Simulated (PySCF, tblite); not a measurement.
**C4H10PSi radical: geometry, infrared bands and EPR parameters**

Aim: predict the infrared bands and EPR parameters of C4H10PSi radical (`P[Si@@H]1C[CH]CC1`).

Computed with tblite 0.8.0 and PySCF 2.14.0, with density-fitted response routines of our own, on a single molecule in the gas phase. Atoms are numbered from 0 throughout.

## Step 1: The starting structure

16 atoms, charge 0, multiplicity 2; geometry from: force field or distance geometry start.

Bonds of the start (Å): P0–Si1 2.20, Si1–C2 1.85, C2–C3 1.49, C3–C4 1.48, C4–C5 1.48, C5–Si1 1.87, P0–H6 1.44, P0–H7 1.44, Si1–H8 1.45, C2–H9 1.11, C2–H10 1.11, C3–H11 1.13, C4–H12 1.10, C4–H13 1.12, C5–H14 1.12, C5–H15 1.08.

## Step 2: Relaxing the molecule with GFN2-xTB

Job settings and geometry (Å):

```
{"job": {"kind": "relax", "xc": "GFN2-xTB", "basis": "xTB"}, "charge": 0, "multiplicity": 2}
P      2.536400     0.091600     0.864100
Si     0.876500     0.232000    -0.570800
C     -0.322600     1.478800     0.092100
C     -1.634000     0.826500    -0.197700
C     -1.581300    -0.640900    -0.047900
C     -0.294700    -1.227000    -0.501100
H      3.819900     0.326600     0.248600
H      2.546700    -1.104200     1.662800
H      1.298900     0.467500    -1.937000
H     -0.191200     1.663600     1.174000
H     -0.187300     2.404600    -0.497000
H     -2.358200     1.203100     0.578100
H     -1.821900    -0.965900     0.978400
H     -2.375700    -1.075300    -0.710800
H      0.043900    -1.925400     0.303400
H     -0.363000    -1.746700    -1.450600
```

The run is started by

```bash
$ OMP_NUM_THREADS=1 python probes_run.py task.json out
```

This one command runs all jobs of the session in turn.

Output:

```text
step      E/eV     max force
  0    -483.42924    3.313
  1    -483.80902    1.664
  2    -484.11892    1.496
  3    -484.41314    1.231
  4    -484.53136    0.779
  5    -484.58186    0.590
  6    -484.64999    0.513
  7    -484.67737    0.433
  8    -484.69910    0.427
  9    -484.71304    0.411
 10    -484.73073    0.384
 11    -484.75185    0.468
 12    -484.76949    0.372
 13    -484.77927    0.222
 14    -484.78646    0.264
 15    -484.79209    0.253
 16    -484.79630    0.187
 17    -484.79901    0.100
 18    -484.80053    0.097
 19    -484.80175    0.110
 20    -484.80339    0.122
 21    -484.80543    0.131
 22    -484.80740    0.103
 23    -484.80898    0.099
 24    -484.81033    0.109
 25    -484.81187    0.124
 26    -484.81338    0.130
 27    -484.81457    0.095
 28    -484.81572    0.097
 29    -484.81712    0.098
 30    -484.81890    0.133
 31    -484.82070    0.132
 32    -484.82204    0.075
 33    -484.82299    0.074
 34    -484.82395    0.073
 35    -484.82500    0.093
 36    -484.82591    0.087
 37    -484.82658    0.085
 38    -484.82715    0.081
 39    -484.82776    0.081
 40    -484.82841    0.085
 41    -484.82901    0.060
 42    -484.82952    0.071
 43    -484.83007    0.071
 44    -484.83087    0.098
 45    -484.83198    0.116
 46    -484.83323    0.093
 47    -484.83439    0.107
 48    -484.83549    0.103
 49    -484.83687    0.141
 50    -484.83922    0.191
 51    -484.84289    0.219
 52    -484.84615    0.297
 53    -484.84890    0.166
 54    -484.85207    0.112
 55    -484.85344    0.244
 56    -484.85500    0.170
 57    -484.85652    0.098
 58    -484.85963    0.122
 59    -484.86106    0.138
 60    -484.86269    0.122
 61    -484.86505    0.155
 62    -484.86972    0.142
 63    -484.87254    0.196
 64    -484.87599    0.152
 65    -484.87716    0.396
 66    -484.88049    0.120
 67    -484.88195    0.105
 68    -484.88428    0.099
 69    -484.88575    0.099
 70    -484.88738    0.081
 71    -484.88892    0.081
 72    -484.89040    0.072
 73    -484.89146    0.072
 74    -484.89226    0.060
 75    -484.89291    0.119
 76    -484.89364    0.109
 77    -484.89443    0.152
 78    -484.89518    0.095
 79    -484.89570    0.048
 80    -484.89601    0.046
 81    -484.89627    0.063
 82    -484.89666    0.062
 83    -484.89707    0.062
 84    -484.89749    0.045
 85    -484.89782    0.059
 86    -484.89804    0.039
 87    -484.89823    0.050
 88    -484.89850    0.046
 89    -484.89890    0.051
 90    -484.89938    0.066
 91    -484.89996    0.057
 92    -484.90060    0.062
 93    -484.90126    0.066
 94    -484.90195    0.064
 95    -484.90267    0.078
 96    -484.90338    0.080
 97    -484.90417    0.080
 98    -484.90520    0.087
 99    -484.90647    0.105
100    -484.90751    0.086
101    -484.90612    0.235
102    -484.90881    0.071
103    -484.90931    0.072
104    -484.91123    0.097
105    -484.91257    0.101
106    -484.91450    0.115
107    -484.91559    0.118
108    -484.91625    0.127
109    -484.91728    0.067
110    -484.91821    0.067
111    -484.92043    0.058
112    -484.92151    0.120
113    -484.92224    0.099
114    -484.92310    0.096
115    -484.92415    0.096
116    -484.92495    0.117
117    -484.92583    0.069
118    -484.92650    0.060
119    -484.92731    0.062
120    -484.92779    0.063
121    -484.92918    0.093
122    -484.93022    0.101
123    -484.93070    0.191
124    -484.93159    0.044
125    -484.93180    0.046
126    -484.93212    0.057
127    -484.93226    0.038
128    -484.93243    0.020
129    -484.93248    0.021
130    -484.93255    0.020
131    -484.93262    0.018
132    -484.93269    0.016
133    -484.93274    0.013
134    -484.93278    0.016
135    -484.93282    0.018
136    -484.93286    0.023
137    -484.93290    0.016
138    -484.93293    0.019
139    -484.93296    0.010
```

Wall time 0.82 s (1 thread of Arm Neoverse V2, shared host).

Relaxation path: (not every step is listed)

| step | energy from step 0 (eV) | largest force (eV/Å) |
| --- | --- | --- |
| 0 | 0.0000 | 3.3132 |
| 1 | -0.3798 | 1.6638 |
| 2 | -0.6897 | 1.4959 |
| 3 | -0.9839 | 1.2315 |
| 4 | -1.1021 | 0.7786 |
| 5 | -1.1526 | 0.5895 |
| 6 | -1.2208 | 0.5126 |
| 7 | -1.2481 | 0.4332 |
| 8 | -1.2699 | 0.4273 |
| 20 | -1.3741 | 0.1220 |
| 32 | -1.3928 | 0.0746 |
| 44 | -1.4016 | 0.0979 |
| 56 | -1.4258 | 0.1697 |
| 68 | -1.4550 | 0.0990 |
| 80 | -1.4668 | 0.0461 |
| 92 | -1.4714 | 0.0616 |
| 104 | -1.4820 | 0.0966 |
| 116 | -1.4957 | 0.1173 |
| 128 | -1.5032 | 0.0204 |
| 134 | -1.5035 | 0.0156 |
| 135 | -1.5036 | 0.0181 |
| 136 | -1.5036 | 0.0232 |
| 137 | -1.5037 | 0.0163 |
| 138 | -1.5037 | 0.0186 |
| 139 | -1.5037 | 0.0098 |

Close pairs (by a distance rule), those that changed most:

| bond | before (Å) | after (Å) | change (Å) |
| --- | --- | --- | --- |
| Si1–C2 | 1.853 | 1.943 | +0.090 |
| C4–C5 | 1.485 | 1.550 | +0.066 |
| P0–H6 | 1.443 | 1.384 | -0.059 |
| P0–H7 | 1.438 | 1.383 | -0.055 |
| C3–H11 | 1.126 | 1.076 | -0.050 |
| P0–Si1 | 2.199 | 2.245 | +0.047 |
| Si1–C5 | 1.872 | 1.913 | +0.041 |
| C2–C3 | 1.493 | 1.461 | -0.032 |

The final coordinates are the input of the step that follows.

## Step 3: Harmonic vibrations with GFN2-xTB

Job settings and geometry (Å):

```
{"job": {"kind": "ir", "xc": "GFN2-xTB", "basis": "xTB"}, "charge": 0, "multiplicity": 2}
P      2.515255    -0.284976     1.144534
Si     0.933305     0.113694    -0.397977
C     -0.323253     1.477184     0.182121
C     -1.593194     0.833931    -0.146614
C     -1.644970    -0.602696     0.210298
C     -0.379508    -1.278060    -0.377676
H      3.291849     0.810001     0.808409
H      3.245160    -1.129344     0.327388
H      1.408092     0.382865    -1.766849
H     -0.191056     1.587318     1.262277
H     -0.205404     2.453240    -0.278713
H     -2.211015     1.217835    -0.939114
H     -1.606309    -0.713573     1.299550
H     -2.555014    -1.085528    -0.146799
H     -0.099405    -2.158892     0.199911
H     -0.592135    -1.614054    -1.392156
```

Output:

```text
mode    cm-1     km/mol
  1      56.4      1.52
  2      89.1      7.18
  3     110.5      4.68
  4     168.5      1.82
  5     211.6      5.98
  6     347.1     11.78
  7     452.6     30.18
  8     477.0     12.96
  9     531.5     19.25
 10     559.7     76.92
 11     592.4    191.83
 12     644.6     16.10
 13     677.5      1.81
 14     690.4     32.25
 15     714.5     82.90
 16     761.3     11.17
 17     801.4     91.92
 18     925.4      8.70
 19     954.0      1.41
 20     983.8     16.83
 21    1047.3     15.79
 22    1116.7     11.96
 23    1134.5      7.20
 24    1146.1     19.79
 25    1169.3      3.23
 26    1196.3      4.67
 27    1252.5      0.56
 28    1283.1      2.23
 29    1313.4      7.18
 30    1451.9      2.34
 31    1471.1      1.62
 32    1486.5      1.38
 33    2155.1    296.65
 34    2300.1     81.82
 35    2383.1    152.51
 36    2907.0      9.99
 37    2913.5     41.80
 38    2980.0     44.48
 39    2987.5     31.97
 40    2996.6     44.75
 41    3030.3     25.41
 42    3109.3     48.18
```

Wall time 0.48 s (1 thread of Arm Neoverse V2, shared host).

Which atoms move in the most intense modes:

| cm⁻¹ | km/mol | atoms |
| --- | --- | --- |
| 560 | 76.9 | H8 82 % |
| 592 | 191.8 | H8 70 % |
| 714 | 82.9 | Si1 22 %, C5 17 %, H15 16 %, H6 14 % |
| 801 | 91.9 | H14 18 %, C5 16 %, H10 14 %, H9 13 % |
| 2155 | 296.6 | H8 97 % |
| 2300 | 81.8 | H6 52 %, H7 46 % |
| 2383 | 152.5 | H7 51 %, H6 45 % |
| 3109 | 48.2 | H11 92 % |

## Step 4: g tensor and hyperfine couplings: B3LYP/pcH-1

Settings changed since step 3:

```diff
@@ -1,2 +1,2 @@
-{"job": {"kind": "ir", "xc": "GFN2-xTB", "basis": "xTB"}, "charge": 0, "multiplicity": 2}
+{"job": {"kind": "epr", "basis": "pcH-1"}, "charge": 0, "multiplicity": 2}
 P      2.515255    -0.284976     1.144534
```

Level: UKS B3LYP, pcH-1 on C H P Si, non-relativistic, mean-field spin-orbit, GIAO.

Output:

```text
UKS, coarse grid
  cycle   1  E = -789.21377284  |g| = 3.59e-01
  cycle   2  E = -789.16641182  |g| = 4.55e-01
  cycle   3  E = -789.27615774  |g| = 4.92e-02
  cycle   4  E = -789.27741137  |g| = 1.73e-02
  cycle   5  E = -789.27756314  |g| = 6.13e-03
  cycle   6  E = -789.27758491  |g| = 1.65e-03
  cycle   7  E = -789.27758759  |g| = 7.26e-04
UKS, final grid
  cycle   1  E = -789.27758822  |g| = 7.57e-04
  cycle   2  E = -789.27758806  |g| = 9.63e-04
  cycle   3  E = -789.27758852  |g| = 7.05e-05
  cycle   4  E = -789.27758852  |g| = 3.17e-05
  cycle   5  E = -789.27758853  |g| = 1.94e-05
E = -789.27758853 Eh   <S^2> = 0.7541 (exact 0.7500)
g shifts (ppm)      1          2          3
  rmc          -147       -147       -147
  gc             11         27         11
  oz_so        -272        514       1042
  total        -408        395        907
hyperfine (MHz)  atom isotope    a_iso     a_fc   dipolar eigenvalues
    0   31P       7.17       7.24     -6.33     -5.93     12.25
    1  29Si    -118.80    -118.93    -18.62      8.47     10.15
    2   13C     -30.42     -30.43     -2.49     -0.39      2.88
    3   13C     118.69     118.80    -75.39    -75.03    150.42
    4   13C     -21.61     -21.62     -1.71     -0.92      2.63
    5   13C      67.41      67.44     -4.12     -3.57      7.69
    6    1H       0.81       0.81     -1.03     -0.62      1.66
    7    1H       3.29       3.28     -1.15     -0.06      1.22
    8    1H      -0.84      -0.84     -1.86     -1.59      3.44
    9    1H     113.90     113.89     -4.89     -4.04      8.92
   10    1H       2.37       2.37     -4.40     -3.27      7.67
   11    1H     -54.51     -54.53    -36.46      0.17     36.29
   12    1H      78.19      78.18     -5.08     -4.30      9.38
   13    1H       2.70       2.70     -5.08     -3.57      8.66
   14    1H       8.50       8.50     -2.86     -1.53      4.39
   15    1H      -4.26      -4.26     -3.55     -2.51      6.06
```

Run time: 78 s. Hardware: 1 thread of Arm Neoverse V2, shared host; peak memory 0.97 GiB.

Principal g values 2.00191, 2.00271, 2.00323; g(iso) = 2.00262, against 2.00232 for a free electron.

Hyperfine couplings; where a row names several nuclei, a(iso) is their mean (it holds for fast rotation or exchange) and the dipolar term the largest among them:

| nuclei | isotope | a(iso) (MHz) | a(iso) (G, at g = 2.0023) | largest dipolar term (MHz) |
| --- | --- | --- | --- | --- |
| Si1 | 29Si | -118.8 | -42.4 | -18.6 |
| C3 | 13C | 118.7 | 42.4 | 150.4 |
| H9 | 1H | 113.9 | 40.6 | 8.9 |
| H12 | 1H | 78.2 | 27.9 | 9.4 |
| C5 | 13C | 67.4 | 24.1 | 7.7 |
| H11 | 1H | -54.5 | -19.5 | -36.5 |
| C2 | 13C | -30.4 | -10.9 | 2.9 |
| C4 | 13C | -21.6 | -7.7 | 2.6 |
| H14 | 1H | 8.5 | 3.0 | 4.4 |
| P0 | 31P | 7.2 | 2.6 | 12.3 |
| H15 | 1H | -4.3 | -1.5 | 6.1 |
| H13 | 1H | 2.7 | 1.0 | 8.7 |
| H10 | 1H | 2.4 | 0.8 | 7.7 |
| H6, H7 | 1H | 2.0 | 0.7 | 1.7 |

Mulliken spin populations:

P0 0.02; Si1 0.08; C2 -0.08; C3 0.96; C4 -0.07; C5 0.04; H6 0.00; H7 0.00; H8 0.00; H9 0.05; H10 0.00; H11 -0.04; H12 0.03; H13 0.00; H14 0.01; H15 0.00

In first order the couplings over 0.8 MHz of 1H, 31P give 1300 distinct lines over 98.7 G, if the averaged nuclei exchange fast.

The fields below are evaluated on a grid from the run's orbitals.

ELF in a plane through or near 7 of the atoms.

Ten even steps from ' ' (0.00) to '@' (1.00):
```
                                                        
                                                        
                                                        
                        ..====..                        
            ..          ##@@@@##..                      
        ::++**==..    ..%%@@@@%%::      ::..            
      ..##@@@@@@++      ++@@@@##--..==%%@@@@--          
      ::%%@@@@@@##::....--**++**##++%%@@@@@@##          
        ++@@@@%%++**##==++##**%%%%::##@@@@@@**          
        ..--++::::%%@@==..==::--**==++++==::            
      ..++%%@@**==%%%%--..--....##@@%%--                
      ++@@@@@@@@++==++==##%%**##++--++**--              
      ++@@@@@@@@--  ..--****++++%%**%%##++::            
      ..##@@@@**      ..--++::++++++****==..            
          ....          ::**%%**::  ......              
                        ::**%%**::                      
                          --++--                        
                                                        
                                                        
                                                        
```
The map spans 11.9 Å across and 10.1 Å up, centred on the molecule. Atoms in the plane (x, y in Å): C2 (0.3, -1.5), C3 (1.6, -0.9), C4 (1.6, 0.6), H6 (-3.4, -0.8), H7 (-3.2, 1.2), H13 (2.6, 1.0), H14 (0.1, 2.1).

On the surface of density 0.002 e/bohr³ the electrostatic potential runs, from the 1st to the 99th percentile, from -0.80 V near P0 to 0.87 V near H6.

The spin density lies nearest to C3 62 %; H11 10 %.

## Step 5: Results

```
                                 quantity                    value
strongest single infrared mode (GFN2-xTB)    2155 cm⁻¹, 297 km/mol
             zero-point energy (GFN2-xTB)            76.6 kcal/mol
                           g(iso) (B3LYP)                  2.00262
                                     ⟨S²⟩       0.754 (exact 0.75)
       largest a(iso) (averaged by class)  29Si on Si1, -118.8 MHz
    surface potential, 1st and 99th percentile       -0.80 V and 0.87 V
```

What this shows: Over 139 steps the energy fell by 1.504 eV; of the close pairs, Si1–C2 changed most, 1.853 to 1.943 Å. No mode is imaginary among the 42: a minimum at this level. The strongest single mode, at 2155 cm⁻¹, moves mainly H8. GFN2-xTB is a fitted tight-binding method: band positions and strengths are rough. Its intensities can rank the bands wrongly. Most of the unpaired spin sits on C3 (0.96 e). The isotropic g lies 0.3 ppt above the free-electron value.
